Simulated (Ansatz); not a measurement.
# C₃H₄AlF: one species, many methods

An exercise on one series of results from a longer session: the logs are not shown, and one member is left open.

The runs use Ansatz 0.2.0, Gaussian basis; functionals in def2-TZVPP, the program's frozen cores in correlated methods.

Plan: LDA (SPW92), PBE-D4, revPBE-D4, BLYP-D4, r2SCAN-D4, B97M-V, PBE0-D4, B3LYP-D4, r2SCANh-D4, r2SCAN0-D4, HSE06-D4, BHLYP-D4, CAM-B3LYP-D4, LC-ωPBE, ωB97X-V, ωB97M-V, B2PLYP, PBE-QIDH; CCSD(T)/def2-SVP; CCSD(T)/def2-TZVPP; MP2/def2-QZVPP; extrapolation to the limit; RPA on PBE.

### Structure used throughout

An earlier PBE0-D4 in a triple-zeta def2 set relaxation fixed the geometry.

9 atoms, charge 0, spin multiplicity 1.

Atoms are counted from 1 here; the program's logs count them from 0.

Bond lengths: C1–C2 1.210 Å, C1–H6 1.067 Å, C2–Al3 1.900 Å, Al3–C4 1.931 Å, Al3–F5 1.650 Å, C4–H7 1.094 Å, C4–H8 1.094 Å, C4–H9 1.092 Å. Angles: C2–C1–H6 179.6°, C1–C2–Al3 177.8°, C2–Al3–C4 124.6°, C2–Al3–F5 116.1°, C4–Al3–F5 119.2°, Al3–C4–H7 110.8°, Al3–C4–H8 110.9°, Al3–C4–H9 112.0°, H7–C4–H8 106.6°, H7–C4–H9 108.1°, H8–C4–H9 108.2°.

Coordinates:

```
C     0.21481    2.76992    0.34418
C     0.30547    1.63125   -0.05504
Al    0.40660   -0.17829   -0.62657
C    -0.43844   -1.66221    0.27407
F     1.28618   -0.46027   -1.99343
H     0.13917    3.77616    0.69037
H    -1.15958   -2.15688   -0.38364
H     0.29893   -2.41976    0.55567
H    -0.96463   -1.34612    1.17728
```

The first run:

File in.yaml:

```yaml
crystal:
  periodic: [false, false, false]
  atoms:
    - {symbol: C, position_ang: [0.214806, 2.769921, 0.344176]}
    - {symbol: C, position_ang: [0.305467, 1.631252, -0.055038]}
    - {symbol: Al, position_ang: [0.406602, -0.178290, -0.626566]}
    - {symbol: C, position_ang: [-0.438443, -1.662206, 0.274072]}
    - {symbol: F, position_ang: [1.286180, -0.460275, -1.993427]}
    - {symbol: H, position_ang: [0.139173, 3.776163, 0.690374]}
    - {symbol: H, position_ang: [-1.159584, -2.156883, -0.383642]}
    - {symbol: H, position_ang: [0.298932, -2.419758, 0.555669]}
    - {symbol: H, position_ang: [-0.964633, -1.346123, 1.177281]}
basis:
  gaussian: {orbitals: def2-TZVPP}
hamiltonian: {xc: lda}
output: {orbitals: {seedname: orbitals}}
```

Steps of the session up to this table: LDA; PBE-D4 (GGA); revPBE-D4 (GGA); BLYP-D4 (GGA); r2SCAN-D4 (meta-GGA); B97M-V (meta-GGA); PBE0-D4 (hybrid); B3LYP-D4 (hybrid); r2SCANh-D4 (hybrid); r2SCAN0-D4 (hybrid); HSE06-D4 (hybrid); BHLYP-D4 (hybrid); CAM-B3LYP-D4 (range-separated); LC-ωPBE-D4 (range-separated; the results give it without D4); ωB97X-V (range-separated); ωB97M-V (range-separated); B2PLYP (double hybrid); PBE-QIDH (double hybrid).

One table of the session follows, with a row left open; its other results are not shown here.

It belongs to the step «Frontier levels by functional». 

| functional | HOMO (eV) | gap (eV) |
| --- | --- | --- |
| LDA (SPW92) | -7.29 | 5.04 |
| PBE-D4 | -7.09 | 5.10 |
| revPBE-D4 | -7.02 | 5.14 |
| BLYP-D4 | -6.91 | 5.03 |
| r2SCAN-D4 | -7.33 | 5.61 |
| B97M-V | -7.29 | 5.51 |
| PBE0-D4 | -8.32 | 7.15 |
| B3LYP-D4 | -8.06 | 6.66 |
| r2SCANh-D4 | -7.79 | 6.36 |
| r2SCAN0-D4 | -8.48 | 7.47 |
| HSE06-D4 | -7.91 | 6.37 |
| BHLYP-D4 | -9.37 | 9.02 |
| CAM-B3LYP-D4 | -9.68 | 9.48 |
| LC-ωPBE | -11.14 | 12.09 |
| ωB97X-V | ? | ? |
| ωB97M-V | -10.58 | 11.16 |

Q: Estimate the row for ωB97X-V from the others.

**Answer.** HOMO (eV): -10.71; gap (eV): 11.53. In the column «HOMO (eV)» it lies between LC-ωPBE (-11.14) and ωB97M-V (-10.58).
